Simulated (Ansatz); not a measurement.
# ZrTiSe4: the cost of one run

Computed with Ansatz 0.2.0 (DFT PBE, PAW, plane waves, scalar-relativistic, unless a step's input says otherwise).

1 further run of the same task is left out (it didn't finish).

## (1) The structure to begin with

The structure is triclinic, space group P1 (No. 1). Conventional cell: a = 4.724 Å, b = 5.020 Å, c = 6.069 Å, α = 81.14°, β = 79.05°, γ = 87.52°. Se (site symmetry 1) has 4 Se at 2.51 to 2.84 Å and 2 Ti at 2.85 to 3.14 Å in its first shell of neighbours. Se (site symmetry 1) has 4 Se at 2.63 to 3.46 Å and 2 Zr at 2.99 to 3.35 Å in its first shell of neighbours. Around Ti (site symmetry 1) lie 6 Se at 2.80 to 3.14 Å and 2 Zr at 3.20 to 3.24 Å. Around Se (site symmetry 1) lie 4 Se at 2.51 to 2.76 Å and 2 Ti at 2.80 to 2.89 Å and 1 Zr at 2.93 Å. Se (site symmetry 1) has 3 Se at 2.63 to 2.84 Å and 2 Ti at 2.91 to 2.99 Å and 2 Zr at 3.00 to 3.05 Å in its first shell of neighbours. Around Zr (site symmetry 1) lie 10 Se at 2.93 to 3.86 Å and 3 Ti at 3.20 to 3.98 Å.

Structure file:

```
Se Ti Zr
1.0
     4.59097    0.24640   -1.08712
    -0.16692    4.99075   -0.51766
     0.26419   -0.30378    6.05559
Se Ti Zr
4 1 1
Direct
  0.12465 0.94847 0.60860
  0.67958 0.71978 0.32483
  0.05656 0.45993 0.63089
  0.91813 0.78728 0.97701
  0.62177 0.25892 0.81377
  0.21505 0.30733 0.18424
```

In tables a label like Zr6 counts atoms in the order of input.yaml; a structure file may count by element.

After the default run come: Gaussian smearing, width 0.3 eV; cold smearing, width 0.15 eV; iteration limit 15; Fermi–Dirac width 0.001 eV, no switch to direct minimisation; cold smearing, width 0.3 eV; fixed occupations; Broyden, β 0.7, preconditioner Resta; Gaussian smearing, width 0.15 eV; Anderson, β 0.8, backtracking line search.

The search for lower states is off throughout, and inputs that name a mixer don't switch to direct minimisation unless they say so. Spin polarisation is off.

## (2) Default SCF settings

input.yaml reads:

```yaml
crystal:
  lattice:
    - [4.590972, 0.2464, -1.087125]
    - [-0.166925, 4.990754, -0.517657]
    - [0.264189, -0.30378, 6.055589]
  atoms:
    - { symbol: Se, position: [0.12465, 0.948472, 0.608603] }
    - { symbol: Se, position: [0.679578, 0.71978, 0.32483] }
    - { symbol: Ti, position: [0.621769, 0.258917, 0.813773] }
    - { symbol: Se, position: [0.056557, 0.459931, 0.630891] }
    - { symbol: Se, position: [0.918134, 0.78728, 0.977006] }
    - { symbol: Zr, position: [0.215054, 0.307327, 0.184237] }
hamiltonian:
  xc: pbe
  pseudopotentials: { kind: paw }
basis:
  ecutwfc: 420
kpoints:
  mp_grid: { grid: [4, 4, 3] }
scf:
  occupations: { method: fermi_dirac, width: 0.1 }
  lower_state_search: "off"
output:
  forces: true
  stress: true
  write_density: true
  write_potential: true
  elf: true
  volumetric_format: npy
```

Command:

```sh
$ ansatz run input.yaml --threads 2 --pin off --max-ram 5120MiB --backend cpu --events-out ev --progress --plain --runs-dir out
```

**Question.** How long does this run take on 2 threads of Intel Xeon at 2.50GHz (Skylake/Cascade Lake), shared host, and how much memory does it need?

About 20 s, with a peak of 0.52 GiB.
